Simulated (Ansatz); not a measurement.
# Li: energy and pressure over a range of volumes

One table from this session's results is given with a row withheld; the runs are named, their logs left out.

Computed with Ansatz 0.2.0 (DFT LDA, scalar-relativistic, unless a step's input says otherwise).

## Starting point

It takes space group R-3m (No. 166, trigonal). The conventional cell has a = 3.101 Å, b = 3.101 Å, c = 22.765 Å, α = 90.00°, β = 90.00°, γ = 120.00°. Li (site symmetry -3m) has 12 Li at 3.10 Å in its first shell of neighbours. Li (site symmetry 3m) is surrounded by 12 Li at 3.09 to 3.10 Å.

Structure file:

```cif
data_structure
_symmetry_space_group_name_H-M 'P 1'
_symmetry_Int_Tables_number 1
_cell_length_a 7.7966
_cell_length_b 7.7966
_cell_length_c 7.7966
_cell_angle_alpha 22.941
_cell_angle_beta 22.941
_cell_angle_gamma 22.941
_cell_volume 63.19
loop_
_atom_site_label
_atom_site_type_symbol
_atom_site_fract_x
_atom_site_fract_y
_atom_site_fract_z
_atom_site_occupancy
Li1 Li 0.00000 0.00000 0.00000 1
Li2 Li 0.22200 0.22200 0.22200 1
Li3 Li 0.77800 0.77800 0.77800 1
```

The structure is an experimental refinement, used without relaxation.

Atoms are numbered in the order of the input: Li1, Li2, Li3.

Set-up of the first run:

input.yaml reads:

```yaml
crystal:
  lattice:
    - [1.5188472484, 0.8769068677, 7.4333932688]
    - [-1.5188472484, 0.8769068677, 7.4333932688]
    - [0.0, -1.7538137355, 7.4333932688]
  atoms:
    - { symbol: Li, position: [0.0, 0.0, 0.0] }
    - { symbol: Li, position: [0.222, 0.222, 0.222] }
    - { symbol: Li, position: [0.778, 0.778, 0.778] }
kpoints:
  mp_grid: { grid: [12, 12, 12] }
  band_path:
    path:
      - [0.0, 0.0, 0.0]
      - [0.5, 0.5, 0.5]
      - [0.824055609, 0.175944391, 0.5]
      - [0.5, -0.175944391, 0.175944391]
      - [0.5, 0.0, 0.0]
      - [0.0, 0.0, 0.0]
      - [0.3379721955, -0.3379721955, 0.0]
      - [0.6620278045, 0.0, 0.3379721955]
      - [0.5, 0.0, 0.5]
    npoints: 5
scf:
  occupations: { method: fermi_dirac, width: 0.08 }
hamiltonian:
  xc: lda
  pseudopotentials: { kind: all_electron, lapw: { basis_error: 0.001 } }
output:
  forces: true
  stress: true
  eigenvalues: true
```

On the command line:

```bash
> ansatz run input.yaml --threads 1 --pin off --max-ram 4096MiB --backend cpu --events-out ev --progress --plain --runs-dir out
```

Among the steps run: Volume × 0.94, LAPW; Volume × 0.94, PAW; Volume × 0.94, crystal datasets; Volume × 0.98, LAPW; Volume × 0.98, PAW; Volume × 0.98, crystal datasets; Volume × 1.01, LAPW; Volume × 1.01, PAW; Volume × 1.01, crystal datasets; Volume × 1.04, LAPW; Volume × 1.04, PAW; Volume × 1.04, crystal datasets.

One of the session's tables, all rows but one given; the rest of the session is left out.

| method | volume (Å³/atom) | pressure (GPa) | largest force (eV/Å) |
| --- | --- | --- | --- |
| LAPW | 19.801 | -0.59 | 0.010 |
| LAPW | 20.643 | -1.09 | 0.009 |
| LAPW | 21.065 | -1.31 | 0.008 |
| LAPW | 21.275 | -1.41 | 0.008 |
| LAPW | 21.907 | -1.69 | 0.008 |
| PAW | 19.801 | ? | ? |
| PAW | 20.643 | -1.10 | 0.009 |
| PAW | 21.065 | -1.32 | 0.008 |
| PAW | 21.275 | -1.42 | 0.008 |
| PAW | 21.907 | -1.70 | 0.008 |
| crystal datasets | 19.801 | -0.59 | 0.010 |
| crystal datasets | 20.643 | -1.09 | 0.009 |
| crystal datasets | 21.065 | -1.31 | 0.008 |
| crystal datasets | 21.275 | -1.41 | 0.008 |
| crystal datasets | 21.907 | -1.69 | 0.007 |

**Question.** Estimate the row for PAW, 19.801.

As computed: pressure (GPa): -0.60; largest force (eV/Å): 0.010. In the column «pressure (GPa)» it lies between crystal datasets, 20.643 (-1.09) and LAPW, 19.801 (-0.59).

Limits of these values: Warnings in the runs' records: printed levels off, crystal datasets made.
